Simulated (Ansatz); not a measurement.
Crystal: GeW.

```
Ge W
1.0
     0.00000    2.57761    2.57761
     2.57761    0.00000    2.57761
     2.57761    2.57761    0.00000
Ge W
1 1
Cartesian
  2.5776 2.5776 2.5776
  0.0000 0.0000 0.0000
```

The cell was built by a generator and needn't be a form met in nature.

| Property | Result |
| --- | --- |
| Program | Ansatz 0.2.0 |
| Task | relaxation of cell and atoms |
| Functional | HSEsol |
| Potentials or basis | Ansatz PAW |
| Cutoff | 420 eV (not typed: the program's choice for these potentials) |
| k mesh | 5 × 5 × 5 |
| Occupations | fermi-dirac, width 0.05 eV |
| Spin | no spin polarisation |

At the start: volume 17.13 Å³/atom.

Task: Where does the relaxation end?

Result: It ends after 6 steps and the volume is 16.29 Å³/atom (-4.9 %); space group Fm-3m (No. 225, to 0.05 Å).

Step by step:
| step | energy change (eV) | largest force (eV/Å) | volume (Å³) |
| --- | --- | --- | --- |
| 1 | 0.0000 | 0.0000 | 34.25 |
| 2 | -0.0128 | 0.0000 | 31.24 |
| 3 | -0.0503 | 0.0000 | 32.70 |
| 4 | -0.0506 | 0.0000 | 32.59 |
| 5 | -0.0507 | 0.0000 | 32.58 |
| 6 | -0.0499 | 0.0000 | 32.58 |

Final structure:
```yaml
crystal:
  lattice:
    - [0.00000, 2.53502, 2.53502]
    - [2.53502, 0.00000, 2.53502]
    - [2.53502, 2.53502, 0.00000]
  atoms:
    - { symbol: Ge, position: [0.50000, 0.50000, 0.50000] }
    - { symbol: W, position: [0.00000, 0.00000, 0.00000] }
```

Caveat: the k mesh is coarse (spacing up to 0.42 Å⁻¹), so the values aren't converged, least of all with exact exchange; the plane-wave basis is chosen anew once the cell has moved, so the energies of steps on either side of that aren't comparable; the PAW data sets come from PBE, with cores solved anew for the run's functional, which leaves a small shift of forces and pressure.
